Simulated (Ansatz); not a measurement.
# BTeH2Cl (SMILES ClB[TeH]): single points off equilibrium

The atoms stand at a structure displaced at random from a GFN2-xTB minimum. How far do the functionals agree with CCSD(T) there?

Computed with Ansatz 0.2.0, Gaussian basis. Level: single points in def2-TZVPP.

Correlated methods freeze the cores. Filled d shells of the heavier atoms are correlated. Core potentials replace the inner electrons past krypton, and spin-orbit coupling is left out.

**1. The starting structure**

SMILES `ClB[TeH]`, 5 atoms, charge 0, spin multiplicity 1.

Atoms are counted from 1 here; the program's logs count them from 0.

Bond lengths: Cl1–B2 1.744 Å, B2–Te3 2.247 Å, B2–H4 1.273 Å, Te3–H5 1.664 Å. Angles: Cl1–B2–Te3 121.3°, Cl1–B2–H4 123.5°, Te3–B2–H4 115.2°, B2–Te3–H5 92.6°.

Geometry (Å):

```xyz
5
charge 0, multiplicity 1
Cl   -1.1647    0.6449    1.3067
B    -0.5746   -0.4705    0.1032
Te    1.3769   -0.1211   -0.9545
H    -1.2154   -1.5050   -0.2704
H     1.5747    1.3767   -0.2577
```

**2. CCSD(T)/def2-TZVPP**

Input file run/in.yaml:

```yaml
crystal:
  periodic: [false, false, false]
  atoms:
    - {symbol: Cl, position_ang: [-1.164700, 0.644900, 1.306700]}
    - {symbol: B, position_ang: [-0.574600, -0.470500, 0.103200]}
    - {symbol: Te, position_ang: [1.376900, -0.121100, -0.954500]}
    - {symbol: H, position_ang: [-1.215400, -1.505000, -0.270400]}
    - {symbol: H, position_ang: [1.574700, 1.376700, -0.257700]}
basis:
  gaussian: {orbitals: def2-TZVPP}
correlation: {method: ccsd_t}
output: {forces: true}
```

The command line of these runs was not kept.

**3. PBE0-D4/def2-TZVPP**

run/in.yaml: that of step 2 with these lines changed.

```diff
@@ -10,3 +10,3 @@
   gaussian: {orbitals: def2-TZVPP}
-correlation: {method: ccsd_t}
-output: {forces: true}
+hamiltonian: {xc: pbe0, dispersion: d4}
+output: {forces: true, orbitals: {seedname: orbitals}}
```

**4. wB97M-V/def2-TZVPP**

run/in.yaml: that of step 3 with these lines changed.

```diff
@@ -10,3 +10,3 @@
   gaussian: {orbitals: def2-TZVPP}
-hamiltonian: {xc: pbe0, dispersion: d4}
-output: {forces: true, orbitals: {seedname: orbitals}}
+hamiltonian: {xc: {name: wB97M-V}}
+output: {forces: true}
```

**5. r2SCAN-D4/def2-TZVPP**

run/in.yaml: that of step 4 with these lines changed.

```diff
@@ -10,3 +10,3 @@
   gaussian: {orbitals: def2-TZVPP}
-hamiltonian: {xc: {name: wB97M-V}}
+hamiltonian: {xc: r2scan, dispersion: d4}
 output: {forces: true}
```

**6. PBE-D4/def2-TZVPP**

run/in.yaml: that of step 5 with these lines changed.

```diff
@@ -10,3 +10,3 @@
   gaussian: {orbitals: def2-TZVPP}
-hamiltonian: {xc: r2scan, dispersion: d4}
+hamiltonian: {xc: pbe, dispersion: d4}
 output: {forces: true}
```

**7. SPW92/def2-TZVPP**

run/in.yaml: that of step 6 with these lines changed.

```diff
@@ -10,3 +10,3 @@
   gaussian: {orbitals: def2-TZVPP}
-hamiltonian: {xc: pbe, dispersion: d4}
+hamiltonian: {xc: lda}
 output: {forces: true}
```

**8. wB97X-V/def2-TZVPP**

run/in.yaml: that of step 7 with these lines changed.

```diff
@@ -10,3 +10,3 @@
   gaussian: {orbitals: def2-TZVPP}
-hamiltonian: {xc: lda}
+hamiltonian: {xc: {name: wB97X-V}}
 output: {forces: true}
```

(Steps that only read results are left out.)

Before running it: what results should come out? Wanted: energy less free atoms, CCSD(T)/def2-TZVPP; RMS force component; RMS force error; HOMO and LUMO, PBE0-D4; T1 diagnostic.

As calculated:

```
                                  quantity                                                                                         value
energy less free atoms, CCSD(T)/def2-TZVPP                                                                               -330.3 kcal/mol
                       RMS force component                                                          0.616 to 0.746 eV/Å over the methods
                           RMS force error  PBE0-D4 0.097, wB97M-V 0.058, r2SCAN-D4 0.087, PBE-D4 0.175, SPW92 0.241, wB97X-V 0.053 eV/Å
                    HOMO and LUMO, PBE0-D4                                                                            -6.94 and -1.82 eV
                             T1 diagnostic                                                                                         0.014
```

What this shows: Against CCSD(T) the functionals' energies less atoms differ by -65.1 to -8.6 kcal/mol, PBE-D4 by -20.2 kcal/mol. The reference is not at the basis limit: in triple zeta CCSD(T) underbinds, which counts against methods that bind more; the gaps are no ranking. The forces of wB97X-V come nearest to CCSD(T), those of SPW92 are farthest.
